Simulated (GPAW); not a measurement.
Ge3Pd:

```
Pd Ge
1.0
     4.14202    0.00000    0.00000
     0.00000    4.14202    0.00000
     0.00000    0.00000    4.14202
Pd Ge
1 3
Direct
  0.00000 0.00000 0.00000
  0.50000 0.50000 0.00000
  0.50000 0.00000 0.50000
  0.00000 0.50000 0.50000
```

The cell comes from a database or a generator and needn't be the stable form of this composition.

- Program: GPAW 26.7.0
- Task: relaxation of cell and atoms
- Functional: PBEsol
- Potentials or basis: PAW data sets generated in the run's folder for this functional
- Cutoff: 600 eV
- Basis: pw
- k mesh: 7 × 7 × 7
- Occupations: fermi-dirac, width 0.05 eV
- Spin: no spin polarisation

At the start: pressure -4.8 GPa; volume 17.77 Å³/atom.

Problem. Where does the relaxation end?

Solution. Over 4 steps the energy falls by 14.6 meV/atom and the volume is 16.86 Å³/atom (-5.1 %); space group Pm-3m (No. 221, to 0.05 Å).

Step by step:
```csv
step,energy change (eV),largest force (eV/Å),pressure (GPa),volume (Å³)
1,0.0000,0.0000,-4.80,71.06
2,-0.0116,0.0000,-4.34,70.66
3,-0.0579,0.0000,0.45,67.13
4,-0.0583,0.0000,-0.03,67.43
```

Final structure:
```
Pd Ge
1.0
     4.07030    0.00000    0.00000
     0.00000    4.07030    0.00000
     0.00000    0.00000    4.07030
Pd Ge
1 3
Direct
  0.00000 0.00000 0.00000
  0.50000 0.50000 0.00000
  0.50000 0.00000 0.50000
  0.00000 0.50000 0.50000
```

Caveat: later steps reuse the first step's grids.
